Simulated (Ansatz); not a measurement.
# ClGaH₄Si: a ladder of functionals and wavefunction methods

How much do the methods differ for ClGaH₄Si? The plan is to run it at one geometry with functionals of several rungs and with coupled cluster, and see how far each lands from CCSD(T) at the basis-set limit for the atomisation energy.

Computed with Ansatz 0.2.0, Gaussian basis. Level: functionals in def2-TZVPP, the program's frozen cores in correlated methods.

The runs, in order: LDA (SPW92), PBE-D4, revPBE-D4, BLYP-D4, r2SCAN-D4, B97M-V, PBE0-D4, B3LYP-D4, r2SCANh-D4, r2SCAN0-D4, HSE06-D4, BHLYP-D4, CAM-B3LYP-D4, LC-ωPBE, ωB97X-V, ωB97M-V, B2PLYP, PBE-QIDH; CCSD(T)/def2-SVP; CCSD(T)/def2-TZVPP; CCSD(T)/def2-QZVPP; extrapolation to the limit; RPA on PBE.

## 1. The geometry

An earlier PBE0-D4 in a triple-zeta def2 set relaxation fixed the geometry.

SMILES `[SiH3][GaH][Cl]`, 7 atoms, charge 0, spin multiplicity 1.

Atoms are counted from 1 here; the program's logs count them from 0.

Bond lengths: Si1–Ga2 2.404 Å, Si1–H4 1.487 Å, Si1–H5 1.487 Å, Si1–H6 1.487 Å, Ga2–Cl3 2.161 Å, Ga2–H7 1.564 Å. Angles: Ga2–Si1–H4 109.1°, Ga2–Si1–H5 109.1°, Ga2–Si1–H6 111.9°, H4–Si1–H5 108.8°, H4–Si1–H6 108.9°, H5–Si1–H6 108.9°, Si1–Ga2–Cl3 113.6°, Si1–Ga2–H7 133.0°, Cl3–Ga2–H7 113.3°.

As a file:

```
atom    x (Å)    y (Å)    z (Å)
 Si1  -0.8871   0.5685  -0.3002
 Ga2   1.0025  -0.5995   0.6193
 Cl3   2.1811  -1.6420  -0.8617
  H4  -1.7756  -0.4069  -0.9865
  H5  -0.4076   1.5636  -1.2961
  H6  -1.6670   1.2750   0.7508
  H7   1.5537  -0.7588   2.0743
```

## 2. LDA

This LDA is Slater exchange with PW92 correlation.

File in.yaml:

```yaml
crystal:
  periodic: [false, false, false]
  atoms:
    - {symbol: Si, position_ang: [-0.887078, 0.568545, -0.300161]}
    - {symbol: Ga, position_ang: [1.002510, -0.599505, 0.619254]}
    - {symbol: Cl, position_ang: [2.181114, -1.641956, -0.861660]}
    - {symbol: H, position_ang: [-1.775592, -0.406851, -0.986500]}
    - {symbol: H, position_ang: [-0.407623, 1.563639, -1.296089]}
    - {symbol: H, position_ang: [-1.667025, 1.274952, 0.750787]}
    - {symbol: H, position_ang: [1.553695, -0.758824, 2.074349]}
basis:
  gaussian: {orbitals: def2-TZVPP}
hamiltonian: {xc: lda}
output: {orbitals: {seedname: orbitals}}
```

The run is started by

```console
$ ansatz run in.yaml --threads 2 --pin off --events-out ev --progress --plain --max-ram 32768MiB --backend cpu
```

Further steps of the session: PBE-D4 (GGA); revPBE-D4 (GGA); BLYP-D4 (GGA); r2SCAN-D4 (meta-GGA); B97M-V (meta-GGA); PBE0-D4 (hybrid); B3LYP-D4 (hybrid); r2SCANh-D4 (hybrid); r2SCAN0-D4 (hybrid); HSE06-D4 (hybrid); BHLYP-D4 (hybrid); CAM-B3LYP-D4 (range-separated); LC-ωPBE (range-separated); ωB97X-V (range-separated); ωB97M-V (range-separated); B2PLYP (double hybrid); PBE-QIDH (double hybrid); CCSD(T) in def2-SVP; CCSD(T) in def2-TZVPP; CCSD(T) in def2-QZVPP; RPA on PBE orbitals.

Q: Predict the results of all the runs planned. Wanted: atomisation energy, CCSD(T)/CBS; farthest beyond LDA; mean size of error, GGA; mean size of error, meta-GGA; mean size of error, hybrid; mean size of error, range-separated; mean size of error, double hybrid; gap, smallest and largest; T1 diagnostic.

**Answer**, as computed:

| quantity | value |
| --- | --- |
| atomisation energy, CCSD(T)/CBS | 19.132 eV |
| functionals within 0.191 eV (1.0 %) | r2SCAN-D4, B97M-V, r2SCANh-D4, r2SCAN0-D4, CAM-B3LYP-D4, ωB97X-V, ωB97M-V |
| farthest beyond LDA | revPBE-D4 (-0.669 eV) |
| mean size of error, GGA | 0.539 eV |
| mean size of error, meta-GGA | 0.097 eV |
| mean size of error, hybrid | 0.250 eV |
| mean size of error, range-separated | 0.187 eV |
| mean size of error, double hybrid | 0.332 eV |
| gap, smallest and largest | 3.66 eV (LDA (SPW92)), 10.35 eV (LC-ωPBE) |
| T1 diagnostic | 0.0126 |
| triples share of the correlation energy | 3.8 % |

The LDA atomisation energy is off by 1.923 eV (10 %): it overbinds. PBE-D4 misses by -0.357 eV. Double hybrids carry the basis error of their MP2 part in triple zeta, and no dispersion term here, so their miss is partly the set-up's. The rungs meta-GGA, range-separated miss on average by less than the doubt on the reference (0.191 eV), so they tie; GGA functionals have the largest mean beyond LDA (0.539 eV). Misses under about 0.191 eV are within the doubt on the reference itself, which lacks core-valence correlation, relativity and higher excitations, and its outer-core shells are covered unevenly. Hartree-Fock recovers 76 % of the binding; the rest is correlation. CCSD(T) in def2-SVP is off by -1.284 eV, more than most functionals: a good method in a small basis is no reference. Orbital gaps span 3.7 to 10.4 eV; exact exchange widens them. Correlated methods include outer-core shells of Ga, which these sets cover unevenly.
